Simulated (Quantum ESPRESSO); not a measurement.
InP: dielectric tensor and Born charges under several settings

```
CELL_PARAMETERS angstrom
0.00000 2.93050 2.93050
2.93050 0.00000 2.93050
2.93050 2.93050 0.00000
ATOMIC_POSITIONS crystal
In 0.00000 0.00000 0.00000
P 0.25000 0.25000 0.25000
```

All runs used Quantum ESPRESSO 7.5; no spin polarisation; cutoff 952 eV; occupations smeared at first, fixed for the response.

| level | potentials | k mesh (s: shifted) | geometry | volume (Å³/atom) | pressure (GPa) | sum of the Born charges (e) |
| --- | --- | --- | --- | --- | --- | --- |
| LDA | PseudoDojo 0.4.1 SR LDA standard | 4 × 4 × 4s | given cell | 25.17 | -1.3 | -0.10 |
| LDA | PseudoDojo 0.4.1 SR LDA standard | 8 × 8 × 8s | given cell | 25.17 | -1.3 | 0.00 |
| LDA | PseudoDojo 0.4.1 SR LDA standard | 8 × 8 × 8s | relaxed cell | 24.68 | 0.0 | 0.00 |
| PBE | PseudoDojo 0.4.1 SR PBE standard | 4 × 4 × 4s | given cell | 25.17 | 3.4 | -0.08 |
| PBE | PseudoDojo 0.4.1 SR PBE standard | 8 × 8 × 8s | given cell | 25.17 | 3.4 | 0.00 |
| PBE | PseudoDojo 0.4.1 SR PBE standard | 8 × 8 × 8s | relaxed cell | ? | 0.0 | ? |

Q: What stands in the row left open?

A: Volume 26.47 Å³/atom; sum of the Born charges 0.00 e.

Caveats: the cell is more than 3 GPa from zero pressure, which shifts response properties (some runs).

